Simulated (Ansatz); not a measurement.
# PBE0/6-31G(d) (spherical functions) run of CHF3O3S (triflic acid)

Aim: the vertical ionisation energy of CHF3O3S (triflic acid) at PBE0/6-31G* (spherical functions), from 2 runs. 

Program for the calculation: Ansatz 0.2.0.

115 further runs of the same task are left out: 1 that didn't finish, 114 set aside as unsound or not needed.

## (1) The molecule

CHF3O3S: 9 atoms, total charge 0, spin state singlet. SMILES: `O=S(=O)(O)C(F)(F)F`. The shape is that of a PBE0-D4/def2-TZVP optimisation. This is one conformer, not always the lowest.

Bond lengths: O1–S2 1.422 Å, S2–O3 1.414 Å, S2–O4 1.577 Å, S2–C5 1.848 Å, C5–F6 1.327 Å, C5–F7 1.320 Å, C5–F8 1.319 Å, O4–H9 0.968 Å. Some angles: O1–S2–O3 123.8°, O1–S2–O4 109.3°, O1–S2–C5 106.8°, O3–S2–O4 107.4°, O3–S2–C5 107.2°, O4–S2–C5 99.5°, S2–C5–F6 109.4°, S2–C5–F7 108.8°, S2–C5–F8 110.4°, F6–C5–F7 109.4°.

## (2) The energy at PBE0/6-31G(d) (spherical functions)

The input, input.yaml:

```yaml
crystal:
  periodic: [false, false, false]
  atoms:
    - {symbol: O, position_ang: [1.462890, -0.581870, 0.985740]}
    - {symbol: S, position_ang: [0.298500, -0.778940, 0.194370]}
    - {symbol: O, position_ang: [0.144480, -1.837650, -0.729970]}
    - {symbol: O, position_ang: [-0.972740, -0.777950, 1.128120]}
    - {symbol: C, position_ang: [0.003130, 0.796730, -0.725230]}
    - {symbol: F, position_ang: [-0.076560, 1.801740, 0.138180]}
    - {symbol: F, position_ang: [1.014380, 1.004120, -1.547510]}
    - {symbol: F, position_ang: [-1.120920, 0.723830, -1.412290]}
    - {symbol: H, position_ang: [-0.753170, -0.350000, 1.968590]}
basis:
  gaussian: {orbitals: 6-31G_st_-spherical.json}
hamiltonian: {xc: pbe0}
accuracy: high
output: {orbitals: {seedname: orbitals}}
```

The basis set 6-31G* is read from a file made from the Basis Set Exchange's data (not shown).

Launch:

```
ansatz run input.yaml --threads 1 --pin off --max-ram 3480MiB --events-out events.jsonl --progress --plain --runs-dir runs
```

Output:

```text
Warning: RAYON_NUM_THREADS=1 ignored (pool sized by the plan → 1); use --threads N
Functional definition: PBE0
  name "PBE0"
  parameter a = 0.25
  parameter kappa = 0.804
  parameter beta = 0.06672455060314922
  exchange = (1 - a)*pbe_x(kappa = kappa, mu = beta*pi^2/3) + a*exact_x
  correlation = pbe_c(beta = beta)
2686 factors; integrals over basis functions are off by at most 6.4e-9 eV
mean field evaluation 1: about -26146.8475 eV, gradient 8.2e1 eV
mean field evaluation 2: about -26122.5128 eV, gradient 1.5e2 eV
mean field evaluation 4: about -26157.6957 eV, gradient 7.2e0 eV
mean field evaluation 8: about -26158.3079 eV, gradient 5.9e-1 eV
mean field evaluation 16: about -26158.3087 eV, gradient 2.6e-4 eV
mean field -26158.30868509 eV, -961.3001134385 hartree, gradient 4.8e-8 eV, S^2 0.000000; 0 other end points of the search recorded, 0 dependent functions left out
reference -26158.30868653 eV, -961.3001134916 hartree; 37, 37 occupied and 81, 81 virtual orbitals, 2686 factors
Total energy: -26158.30868653 eV, -961.3001134916 hartree
```

Run time: 18 s. Hardware: 1 thread of Intel Xeon Platinum 8259CL at 2.50GHz (Skylake/Cascade Lake), shared host; peak memory 0.55 GiB.

## (3) The doublet cation, same level

The input, molecule.yaml:

```yaml
crystal:
  periodic: [false, false, false]
  atoms:
    - {symbol: O, position_ang: [1.462890, -0.581870, 0.985740]}
    - {symbol: S, position_ang: [0.298500, -0.778940, 0.194370]}
    - {symbol: O, position_ang: [0.144480, -1.837650, -0.729970]}
    - {symbol: O, position_ang: [-0.972740, -0.777950, 1.128120]}
    - {symbol: C, position_ang: [0.003130, 0.796730, -0.725230]}
    - {symbol: F, position_ang: [-0.076560, 1.801740, 0.138180]}
    - {symbol: F, position_ang: [1.014380, 1.004120, -1.547510]}
    - {symbol: F, position_ang: [-1.120920, 0.723830, -1.412290]}
    - {symbol: H, position_ang: [-0.753170, -0.350000, 1.968590]}
basis:
  gaussian: {orbitals: 6-31G_st_-spherical.json}
total_charge: 1
accuracy: high
hamiltonian: {xc: pbe0}
output: {orbitals: {seedname: orbitals}}
magnetization: {spin_polarized: true, initial_magnetization: 1}
```

The basis set 6-31G* is read from a file made from the Basis Set Exchange's data (not shown).

Launch:

```
ansatz run molecule.yaml --threads 1 --pin off --max-ram 3480MiB --events-out events.jsonl --progress --plain --runs-dir runs
```

Output:

```text
Warning: RAYON_NUM_THREADS=1 ignored (pool sized by the plan → 1); use --threads N
[... 7 set-up lines as earlier in the session ...]
2684 factors; integrals over basis functions are off by at most 6.4e-9 eV
mean field evaluation 1: about -26133.3975 eV, gradient 6.3e1 eV
mean field evaluation 2: about -26095.1660 eV, gradient 1.2e2 eV
mean field evaluation 4: about -26145.7071 eV, gradient 1.1e1 eV
mean field evaluation 8: about -26146.1618 eV, gradient 5.4e-1 eV
mean field evaluation 16: about -26146.2106 eV, gradient 8.9e-2 eV
mean field evaluation 32: about -26146.2126 eV, gradient 2.0e-3 eV
mean field evaluation 64: about -26146.1416 eV, gradient 3.2e-1 eV
mean field -26146.21257251 eV, -960.8555895005 hartree, gradient 8.8e-8 eV, S^2 0.759217; 6 other end points of the search recorded, 0 dependent functions left out
reference -26146.21257392 eV, -960.8555895520 hartree; 37, 36 occupied and 81, 82 virtual orbitals, 2684 factors
Total energy: -26146.21257392 eV, -960.8555895520 hartree
```

Wall time 67 s (1 thread of Intel Xeon Platinum 8259CL at 2.50GHz (Skylake/Cascade Lake), shared host); peak memory 0.78 GiB.

## (4) Summary of results

Level: PBE0/6-31G* (spherical functions).

| quantity | value |
| --- | --- |
| singlet CHF3O3S: total energy | -961.30011 Eh |
| singlet CHF3O3S: HOMO energy | -9.72 eV |
| singlet CHF3O3S: LUMO energy | 0.86 eV |
| singlet CHF3O3S: HOMO–LUMO gap | 10.57 eV |
| doublet cation: total energy | -960.85559 Eh |
| doublet cation: HOMO energy (highest over α and β) | -16.93 eV |
| doublet cation: LUMO energy (lowest over α and β) | -14.46 eV |
| doublet cation: ⟨S²⟩ | 0.759 |
| vertical ionisation energy (to the doublet cation) | 12.096 eV |

The vertical ionisation energy comes to 12.10 eV (279 kcal/mol). −ε(HOMO) before ionisation, 9.72 eV, is 2.38 eV below this ionisation energy.
